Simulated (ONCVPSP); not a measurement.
**Ga: generating and testing an ONCV potential**

Do these settings give a usable potential? It is generated, then checked for transferability, scattering, ghosts and hardness.

Program: ONCVPSP 4.0.1.1 (patched build). Reference atom: PBEsol, scalar-relativistic, spherical and spin-unpolarised. All values are calculated.

### 1 The atom and the settings

The settings as typed:

| Property | Result |
| --- | --- |
| element | gallium (Ga, Z = 31) |
| type | optimised norm-conserving Vanderbilt (ONCV) |
| frozen core | [Ar] |
| valence charge | 13 |
| reference configuration | 3d10 4s1.75 4p1.25 |
| partial waves | 4s: rc 2.10 bohr, ncon 3, nbas 7, qcut 3.6 1/bohr, 2 projectors, debl 2.7 Ha; 4p: rc 1.95 bohr, ncon 5, nbas 9, qcut 4.5 1/bohr, 1 projector; 3d: rc 0.75 bohr, ncon 4, nbas 9, qcut 16.9 1/bohr, 2 projectors, debl 1.4 Ha |
| local potential | polynomial inside 0.75 bohr (lpopt 5, dvloc0 2 Ha) |
| core correction | Teter function, fcfact 4, rcfact 1.6 |

The nodes and maxima of the atom's own shells, from an earlier all-electron run, set the scale for the radii.

All-electron outer shells of the reference configuration (PBEsol, scalar-relativistic, ld1.x):

```tsv
shell	level (eV)	outermost node (bohr)	outermost maximum (bohr)
3s	-148.28	0.27	0.56
3p	-99.19	0.24	0.56
3d	-19.65	–	0.53
4s	-9.25	0.81	1.90
4p	-2.78	0.87	2.50
```

### 2 Generation

The input, Ga.dat:

```
# ATOM AND REFERENCE CONFIGURATION
# atsym  z   nc   nv     iexc    psfile
  Ga 31.00    5    3  -116133      upf
#
#   n    l    f
    1    0    2.00
    2    0    2.00
    2    1    6.00
    3    0    2.00
    3    1    6.00
    3    2   10.00
    4    0    1.75
    4    1    1.25
#
# PSEUDOPOTENTIAL AND OPTIMIZATION
# lmax
    2
#
#   l,   rc,      ep,       ncon, nbas, qcut
    0    2.10    0.00    3    7    3.60
    1    1.95    0.00    5    9    4.50
    2    0.75    0.00    4    9   16.90
#
# LOCAL POTENTIAL
# lloc, lpopt,  rc(5),   dvloc0
    4    5    0.75    2.00
#
# VANDERBILT-KLEINMAN-BYLANDER PROJECTORs
# l, nproj, debl
    0    2    2.70
    1    1    2.40
    2    2    1.40
#
# MODEL CORE CHARGE
# icmod, fcfact, rcfact
    3    4.00    1.60
#
# LOG DERIVATIVE ANALYSIS
# epsh1, epsh2, depsh
   -2.00    5.00    0.02
#
# OUTPUT GRID
# rlmax, drl
    6.00    0.01
#
# TEST CONFIGURATIONS
# ncnf
    4
# nvcnf
#   n    l    f
    3
    3    2   10.00
    4    0    2.00
    4    1    1.00
#
    3
    3    2   10.00
    4    0    2.00
    4    1    0.00
#
    3
    3    2   10.00
    4    0    1.00
    4    1    0.00
#
    3
    3    2    9.00
    4    0    2.00
    4    1    1.00
#
```

Started as:

```console
$ oncvpsp.x < Ga.dat > Ga.out
```

What does the calculation give? Wanted: cutoffs for 1 and 0.1 mHa per electron, occupied waves; bound ghosts; GHOST(+) flags; largest test error; largest phase difference near zero energy, channels read; rms error of d²Exc/dn², without and with the model core.

**Answer**, as computed:

```
                                                quantity                                          value
  cutoffs for 1 and 0.1 mHa per electron, occupied waves                              134 Ha and 367 Ha
                                            bound ghosts                s at -122.00 eV, p at -22.39 eV
                                          GHOST(+) flags                             none at low energy
                            largest test error (AE − PS)  -3.1 meV, for 3d10 4s2 4p0 (2 tests unsolved)
largest phase difference near zero energy, channels read                                      0.008 rad
 rms error of d²Exc/dn², without and with the model core                              6.50 and 1.10 mHa
```

In words: A bound ghost (s, p) makes it unfit for use: electrons can fall into a state that the atom doesn't have. The worst unpolarised test, 3d10 4s2 4p0, is off by 3.1 meV on 4.1 eV; by total energies transferability rates as very good where solved. Atomic tests can pass in spite of a ghost, since they solve only for the levels asked. Of the tests 2 gave no usable energy difference, which is a warning in itself. The potential is very hard: the looser tolerance needs 134 Ha. The tighter tolerance needs 367 Ha, and converged work needs a cutoff nearer that. At the looser tolerance the 3d wave is the slowest; 4s needs 6 Ha. Near zero energy the phases of the channels with partial waves agree within 0.008 rad. The pseudo curves have a pole with no partner nearby in the atom's: p at -0.81 Ha. All of this concerns the isolated atom, not yet a solid.
